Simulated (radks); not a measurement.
# Xe²⁺ in [Kr] 4d10 5s2 5p4: an all-electron calculation

Wanted: eigenvalues, radial structure and energy terms of the xenon ion Xe2+.

Program: radks (a radial shooting solver on a logarithmic mesh, Libxc functionals) version 1. Level of theory: Dirac Kohn-Sham, B86b exchange with PBE correlation, spin-unpolarised, spherical densities, point nucleus; open shells fill j = l - 1/2 first. These are calculated values, not measurements, unless marked.

### Step 1. Starting point

| Item | Value |
| --- | --- |
| element | xenon (Z = 54) |
| charge | +2 |
| electrons | 52 |
| configuration | [Kr] 4d10 5s2 5p4 |

### Step 2. Self-consistent calculation

Input:

```text
Z 54
configuration [Kr] 4d10 5s2 5p4
relativity Dirac
functional b86_mgc,pbe
spin unpolarised
j_filling energy
nucleus point
c 137.035999084
```

Launch:

```console
$ python run_ks.py task.json out
```

All runs below come from this command, one after another.

Q: Predict the outcome of this run.

As calculated:

| quantity | value |
| --- | --- |
| total energy | -7449.83276 hartree |
| exchange-correlation share of it | 2.51 % |
| −T/E | 1.0625 |
| highest occupied level | 5p3/2, -26.062 eV |
| most extended occupied level | 5p3/2, <r> = 2.12 bohr |
| radius at density 0.001 e/bohr³ | 3.86 bohr |
| maxima of the radial density | 4 |
| ionisation energy, NIST | 31.05 (semi-emp.) eV |

**Reading.** The radial density shows 4 maxima for 5 occupied principal shells; where shells overlap, one shows as a shoulder or not at all. −T/E is 1.062: with relativity the kinetic term as defined here no longer equals −E. The top level binds by 26.062 eV, 84 % of the NIST ionisation energy of 31.05 eV; the potential of a semilocal functional falls off too fast, so its top eigenvalue is too shallow. Spin polarisation and multiplet splitting are left out.
